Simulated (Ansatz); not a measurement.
# Ta4H: one candidate of a structure search

The task: take a trial cell of Ta4H to zero force and stress.

Program: Ansatz 0.2.0. Level of theory: DFT PBE, scalar-relativistic, plane waves, PAW. These are calculated values, not measurements.

## Step 1: Starting point

Symmetry: Im-3m, No. 229, cubic system. The conventional cell has a = 5.493 Å, b = 5.493 Å, c = 5.493 Å, α = 90.00°, β = 90.00°, γ = 90.00°. Ta (site symmetry -3m) is surrounded by 2 H at 2.38 Å. Around H (site symmetry m-3m) lie 8 Ta at 2.38 Å.

Structure file:

```
Ta H
1.0
    -2.74633    2.74633    2.74633
     2.74633   -2.74633    2.74633
     2.74633    2.74633   -2.74633
Ta H
4 1
Direct
  0.50000 0.50000 0.50000
  0.00000 0.00000 0.50000
  0.00000 0.50000 0.00000
  0.50000 0.00000 0.00000
  0.00000 0.00000 0.00000
```

Recipe of the guess: random cell by space group and Wyckoff sites (Im-3m, No. 229). Lengths come from tabulated atomic sizes and are only a guess.

## Step 2: Probe: one point on a coarse mesh

The input, input.yaml:

```yaml
crystal:
  lattice:
    - [-2.74632897, 2.74632897, 2.74632897]
    - [2.74632897, -2.74632897, 2.74632897]
    - [2.74632897, 2.74632897, -2.74632897]
  atoms:
    - { symbol: Ta, position: [0.5, 0.5, 0.5] }
    - { symbol: Ta, position: [0.0, 0.0, 0.5] }
    - { symbol: Ta, position: [0.0, 0.5, 0.0] }
    - { symbol: Ta, position: [0.5, 0.0, 0.0] }
    - { symbol: H, position: [0.0, 0.0, 0.0] }
basis:
  ecutwfc: 420
kpoints:
  mp_grid: { grid: [4, 4, 4] }
hamiltonian:
  xc: pbe
scf:
  occupations: { method: gaussian, width: 0.1 }
  lower_state_search: "off"
output:
  forces: true
  stress: true
  eigenvalues: true
```

Launch:

```sh
> ansatz run input.yaml --threads 1 --pin off --max-ram 2560MiB --backend cpu --events-out ev --progress --plain --runs-dir out
```

Further runs follow: rough relaxation on the coarse mesh; relaxation on the finer mesh.

Q: Predict the outcome of this session. Wanted: conventional cell; volume; energy over the elements; gap on the mesh.

The runs gave:

| quantity | value |
| --- | --- |
| symmetry at the end (tolerance 0.05 Å) | space group Im-3m (No. 229) |
| conventional cell | a = 5.501 Å, b = 5.501 Å, c = 5.501 Å, α = 90.00°, β = 90.00°, γ = 90.00° |
| volume | 16.64 Å³/atom |
| energy over the elements (uncorrected; H, N, O, F and Cl as molecules) | +0.83 eV/atom |
| gap on the mesh | none (metal) |

In words: The space group Im-3m (No. 229) is kept, at nearly the size of the first guess. The formation energy is positive, so the separate elements lie lower. No finished test with a distortion of lower symmetry is shown, so the end may be a saddle point. The runs treat Ta without spin-orbit coupling.
